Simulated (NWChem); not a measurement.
# SiHClF2 (SMILES F[SiH](F)Cl): r2SCAN/pcseg-1

Aim: the vertical ionisation energy of SiHClF2 at r2SCAN/pcseg-1, from 2 runs. 

The calculation is run with NWChem 7.3.0.

2 further runs of the same task are left out: 1 that didn't finish, 1 set aside as unsound or not needed.

### 1 The structure to begin with

The species is SiHClF2 (5 atoms), meant as a singlet with charge 0. SMILES: `F[SiH](F)Cl`. Geometry: relaxed at PBE0-D4/def2-TZVP.

Bond lengths: F1–Si2 1.577 Å, Si2–F3 1.577 Å, Si2–Cl4 2.018 Å, Si2–H5 1.465 Å. Angles: F1–Si2–F3 107.6°, F1–Si2–Cl4 109.0°, F3–Si2–Cl4 109.0°, F1–Si2–H5 109.8°, F3–Si2–H5 109.8°, Cl4–Si2–H5 111.5°.

### 2 A single-point energy at r2SCAN/pcseg-1

Input file clf2hsi.xyz:

```xyz
5

F     -0.339600    -0.621400     1.420100
Si     0.095900    -0.000200     0.037800
F     -0.033500     1.566800     0.156500
Cl    -1.157500    -0.656000    -1.401500
H      1.484600    -0.363000    -0.254200
```

Input file clf2hsi.nw:

```
start clf2hsi
memory 2200 mb
geometry units angstrom noautosym nocenter noautoz
  load format xyz clf2hsi.xyz
end
basis "ao basis" spherical bse
  * library pcseg-1
end
dft
  xc r2scan
  grid fine
  convergence energy 1e-08
  iterations 100
  mulliken
  print low
end
task dft
```

The run is started by

```
$ nwchem clf2hsi.nw > clf2hsi.out
```

Standard output:

```text
[...]
 d= 0,ls=0.0,diis     1   -949.8475348735 -1.18D+03  2.19D-02  8.28D-01     0.7
[...]
 d= 0,ls=0.0,diis     8   -949.9330290609 -6.39D-09  5.58D-06  1.46D-07     4.2
         Total DFT energy =     -949.933029060870
      One electron energy =    -1775.295743523482
           Coulomb energy =      664.892315712037
    Exchange-Corr. energy =      -70.456134115311
 Nuclear repulsion energy =      230.926532865887
[...]
      Total Density - Mulliken Population Analysis
     ---------------------------------------------
    Atom       Charge   Shell Charges
 -----------   ------   -------------------------------------------------------
    1 F    9     9.38   2.00  0.95  0.98  3.44  2.00  0.01
    2 Si  14    12.88   2.00  1.99  0.85  0.01  5.99  1.56  0.04  0.43
    3 F    9     9.38   2.00  0.95  0.98  3.44  2.00  0.01
    4 Cl  17    17.26   2.00  1.99  1.23  0.72  5.99  3.87  1.42  0.02
    5 H    1     1.11   0.76  0.34  0.01
[...]
```

Wall time 4.8 s (1 thread of AMD EPYC 9R45 (Zen 5), shared host); peak memory 0.11 GiB.

### 3 The doublet cation, same level

Input file struct.nw:

```
START struct
TITLE "ClF2HSi"
memory total 2200 mb
charge 1

GEOMETRY units bohr noautosym nocenter noautoz
   F   -0.64175099  -1.17427581   2.68360007
   Si   0.18122474  -0.00037795   0.07143165
   F   -0.06330583   2.96082289   0.29574214
   Cl  -2.18735799  -1.23966034  -2.64845116
   H    2.80548740  -0.68597058  -0.48036838
END

BASIS "ao basis" spherical bse
   * library pcseg-1
END

DFT
   xc r2scan
   mult 2
   grid fine
   convergence energy 1e-08
   iterations 100
   mulliken
   noprint "final vectors analysis"
END

TASK dft energy
```

The run is started by

```
$ nwchem struct.nw > struct.out
```

Standard output:

```text
[...]
          Wavefunction type:  spin polarized.
          No. of atoms     :     5
          No. of electrons :    49
[...]
          Charge           :     1
          Spin multiplicity:     2
[...]
          AO basis - number of functions:    69
[...]
              XC Information
              --------------
                      r^2SCAN Method XC Functional
               r^2SCAN metaGGA Exchange Functional  1.000
                     r^2SCAN Correlation Potential  1.000
[...]
 d= 0,ls=0.0,diis     1   -949.2441891617 -1.18D+03  1.76D-02  5.55D-01     0.9
[...]
 d= 0,ls=0.5,diis    79   -949.4696203668 -2.49D-09  2.39D-06  1.06D-06    59.2
[...]
         Total DFT energy =     -949.469620379140
      One electron energy =    -1762.027330213092
           Coulomb energy =      651.715586933987
    Exchange-Corr. energy =      -70.084393400130
 Nuclear repulsion energy =      230.926516300095
[...]
      Total Density - Mulliken Population Analysis
     ---------------------------------------------
    Atom       Charge   Shell Charges
 -----------   ------   -------------------------------------------------------
    1 F    9     9.29   2.00  0.96  0.98  3.42  1.92  0.01
    2 Si  14    12.85   2.00  1.99  0.87 -0.01  5.99  1.59 -0.01  0.42
    3 F    9     9.29   2.00  0.96  0.98  3.42  1.92  0.01
    4 Cl  17    16.69   2.00  1.99  1.30  0.67  5.99  3.72  0.99  0.03
    5 H    1     0.89   0.68  0.19  0.01
[...]
      <S2> =      0.7561 (Exact =     0.7500)
[...]
```

It took 61 s on 1 thread of AMD EPYC 9R45 (Zen 5), shared host; peak memory 0.11 GiB.

### 4 What came out

At r2SCAN/pcseg-1:

```
                                          quantity          value
                     singlet SiHClF2: total energy  -949.93303 Eh
                      doublet cation: total energy  -949.46962 Eh
                              doublet cation: ⟨S²⟩          0.756
vertical ionisation energy (to the doublet cation)      12.610 eV
```

What this shows: Removing an electron at fixed nuclei costs 12.61 eV (1217 kJ/mol). Mulliken charges (singlet SiHClF2) run from -0.38 on F1 to +1.12 on Si2; they depend strongly on the basis.
